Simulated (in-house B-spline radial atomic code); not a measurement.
**Ge²⁷⁺: ionisation energy by several methods**

Aim: the ionisation energy of Ge²⁷⁺ by several methods, each as the difference of two self-consistent energies (Ge²⁷⁺ and the next ion, [He] 2s2).

Program: in-house B-spline radial atomic code version 1. Level of theory: non-relativistic, several functionals, spin-polarised; spherical all-electron atom at the radial basis limit. These are calculated values, not measurements, unless marked.

## (1) The system

- element: germanium (Z = 32)
- charge: +27
- electrons: 5
- configuration: [He] 2s2 2p1
- nucleus: point

Outer shells as boxes (Hund's rule):

[He] 2s2 2p1
```
[He] core
2s [↑↓]
2p [↑ ][  ][  ]
```

Where spins are not typed, each open shell is filled with up spins first.

## (2) OLYP

Settings of the run:

```ini
Z = 32
electrons = 5.0
configuration = [He] 2s2 2p1
hamiltonian = nr
method = optx,lyp
spin_polarised = True
```

## (3) PBE

Settings of the run:

```ini
Z = 32
electrons = 5.0
configuration = [He] 2s2 2p1
hamiltonian = nr
method = pbe,pbe
spin_polarised = True
```

Before running: The tabulated ionisation energy is 2881.9 ± 1.6 eV (semi-empirical; NIST Atomic Spectra Database). What does each method give, and which comes nearest?

As calculated:

| method | rung | total energy (hartree) | ΔSCF (eV) | −ε highest (eV) | ΔSCF less tabulated (eV) |
| --- | --- | --- | --- | --- | --- |
| OLYP | GGA | -1335.0772 | 2840.87 | 2779.12 (2p up) | -41.03 |
| PBE | GGA | -1334.8455 | 2841.60 | 2777.87 (2p up) | -40.30 |

What this shows: Tables give 2881.9 ± 1.6 eV (semi-empirical; NIST Atomic Spectra Database) for the ionisation energy. PBE misses by -40.30 eV, the least, and OLYP by -41.03 eV (1.4 %), the most. All methods miss on the same side by much the same amount, which points to something that they share. These runs lack relativity altogether, which can outweigh the gaps between the methods, so the nearest may be so by luck. These runs leave out relativity, which matters at this nuclear charge. Open shells are averaged (over orientations, and over spins where the run is restricted), while tables refer to the lowest levels.

Members of this set that are not shown: 2 used exact exchange with fractional occupations of an open shell, which is unsound here.
